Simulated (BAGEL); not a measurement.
# FCI/STO-3G (density fitting with qzvpp-jkfit) run of GeF2 (SMILES [F][Ge][F])

What is the energy change on altering one bond length of GeF2 at FCI/STO-3G (density fitting with qzvpp-jkfit)? 

Program for the calculation: BAGEL 1.2.2.

8 further runs of the same task are left out: 4 that didn't finish, 4 set aside as unsound or not needed. Runs told in other sessions of the task aren't counted.

## Step 1: Starting point

The species is GeF2 (3 atoms), meant as a singlet with charge 0. SMILES: `[F][Ge][F]`. The shape is that of a PBE0-D4/def2-TZVP optimisation.

Bond lengths: F1–Ge2 1.745 Å, Ge2–F3 1.745 Å. Angles: F1–Ge2–F3 97.2°.

## Step 2: A single-point energy at FCI/STO-3G (density fitting with qzvpp-jkfit)

Input file fci.json:

```json
{ "bagel" : [

{
  "title" : "molecule",
  "basis" : "sto-3g",
  "df_basis" : "qzvpp-jkfit",
  "angstrom" : "true",
  "geometry" : [
    { "atom" : "F", "xyz" : [      -0.675900,      -1.101800,      -0.497500 ] },
    { "atom" : "Ge", "xyz" : [       0.637500,      -0.295200,       0.320200 ] },
    { "atom" : "F", "xyz" : [       0.027600,       1.332100,       0.164100 ] }
  ]
},

{
  "title" : "hf"
},

{
  "title" : "fci",
  "nstate" : 1,
  "ncore" : 11
}

]}
```

Launch:

```console
BAGEL_NUM_THREADS=1 BAGEL fci.json > fci.out
```

The log of the run:

```text
* using 1 threads per process

  ===============================================================
  ===============================================================

  *** Geometry ***

  { "atom" : "F", "xyz" : [     -1.277266,     -2.082100,     -0.940139 ] },
  { "atom" : "Ge", "xyz" : [      1.204700,     -0.557847,      0.605090 ] },
  { "atom" : "F", "xyz" : [      0.052156,      2.517304,      0.310104 ] },

  Number of auxiliary basis functions:      420

  Since a DF basis is specified, we compute 2- and 3-index integrals:
    o Being stored without compression. Storage requirement is 0.003 GB

  Number of basis functions:       28
  Number of electrons      :       50

    * METHOD: MOLECULE                             0.12

  *** RHF ***

  === Nuclear Repulsion ===
   191.0627176034

      * DIIS with orbital gradients will be used.

  === RHF iteration (sto-3g) ===
      0      -2247.71690084          0.01722987           0.02
      1      -2247.81110848          0.00587535           0.02
      2      -2247.81935444          0.00108314           0.02
[... 8 lines of this table left out ...]
     11      -2247.82026474          0.00000000           0.02
    * SCF iteration converged.

    * Permanent dipole moment:
           (   -0.303104,     0.129395,    -0.153460) a.u.

    * METHOD: HF                                   0.32

  ---------------------------
        FCI calculation
  ---------------------------

  Performs exactly the same way as Knowles & Handy 1984 CPL

  o alpha-beta strings
      length:          1360
  o size of the space
      determinant space:  462400
      spin-adapted space: 138720

  o single displacement lists (alpha)
      length:         38080
  o single displacement lists (beta)
      length:         38080

     guess   0:   closed 11111111111111...    open .................

  === FCI iteration ===

      0  0     -2247.82026474     5.25e-04      1.99
      1  0     -2247.89577523     3.08e-04      1.99
      2  0     -2247.91479701     1.64e-04      1.97
[... 16 lines of this table left out ...]
     19  0     -2247.92132295     1.30e-09      2.06
    ** throwing out 1 trial vectors **
     20  0     -2247.92132295     5.89e-10      2.08
    ** throwing out 1 trial vectors **
     21  0     -2247.92132295     2.28e-10      2.05
    ** throwing out 1 trial vectors **
     22  0     -2247.92132295     1.01e-10      2.35
    ** throwing out 1 trial vectors **
     23  0 *   -2247.92132295     4.38e-11      1.97

     * ci vector, state   0, <S^2> = -0.0000
       22222222222222...    -0.9414777298
       2222222222a222b..    -0.0980514988
       2222222222b222a..    -0.0980514988
       2222222222222..2.     0.0766859141
       2222222222222.2..     0.0758783074
       22222222222.222..     0.0550846958
       2222222222.2222..     0.0506102663

    * METHOD: FCI                                 49.90

  ===============================================================
```

Run time: 51 s. Hardware: 1 thread of Arm Neoverse V1, shared host; peak memory 1.3 GiB.

## Step 3: The distorted shape

Input file input.json:

```json
{ "bagel" : [

{
  "title" : "molecule",
  "basis" : "sto-3g",
  "df_basis" : "qzvpp-jkfit",
  "angstrom" : true,
  "geometry" : [
    { "atom" : "F", "xyz" : [   -0.872912,   -1.222792,   -0.620157 ] },
    { "atom" : "Ge", "xyz" : [    0.637500,   -0.295200,    0.320200 ] },
    { "atom" : "F", "xyz" : [    0.027600,    1.332100,    0.164100 ] }
  ]
},
{
  "title" : "hf"
},
{
  "title" : "fci",
  "nstate" : 1,
  "ncore" : 11
}

]}
```

Launch:

```console
BAGEL_NUM_THREADS=1 BAGEL input.json > input.out
```

The log of the run:

```text
* using 1 threads per process

  ===============================================================
  ===============================================================

  *** Geometry ***

  { "atom" : "F", "xyz" : [     -1.649565,     -2.310742,     -1.171927 ] },
  { "atom" : "Ge", "xyz" : [      1.204700,     -0.557847,      0.605090 ] },
  { "atom" : "F", "xyz" : [      0.052156,      2.517304,      0.310104 ] },

  Number of auxiliary basis functions:      420

  Since a DF basis is specified, we compute 2- and 3-index integrals:
    o Being stored without compression. Storage requirement is 0.003 GB

  Number of basis functions:       28
  Number of electrons      :       50

    * METHOD: MOLECULE                             0.12

  *** RHF ***

  === Nuclear Repulsion ===
   178.4986496101

      * DIIS with orbital gradients will be used.

[... 6 lines left out ...]
    * SCF iteration converged.
[... 1 line left out ...]
    * Permanent dipole moment:
[... 43 lines left out ...]
     * ci vector, state   0, <S^2> = -0.0000
       22222222222222...    -0.9195884124
       2222222222222..2.     0.1149633004
       222222222a2222b..     0.0914134488
       222222222b2222a..     0.0914134488
       22222222222a22b..    -0.0823537641
       22222222222b22a..    -0.0823537641
       .    -0.0666988323
       .    -0.0666988323
       .     0.0627884680
       .     0.0627884680
       2222222222222.2..     0.0611059071
       222222222.22222..     0.0537367177

    * METHOD: FCI                                 54.24

  ===============================================================
```

It took 55 s on 1 thread of Arm Neoverse V1, shared host; peak memory 1.3 GiB.

## Step 4: Outcome

At FCI/STO-3G (density fitting with qzvpp-jkfit), 11 core orbitals frozen:

```
                                                          quantity           value
                                         first shape: total energy  -2247.92132 Eh
                                     distorted shape: total energy  -2247.88938 Eh
energy change with the F1–Ge2 bond stretched from 1.745 to 2.007 Å        0.869 eV
```

**Reading.** With the F1–Ge2 bond stretched from 1.745 to 2.007 Å the energy rises by 0.87 eV (20.0 kcal/mol). The first shape isn't relaxed at this level, so the change isn't measured from a minimum. The minimal basis adds a large error of its own.
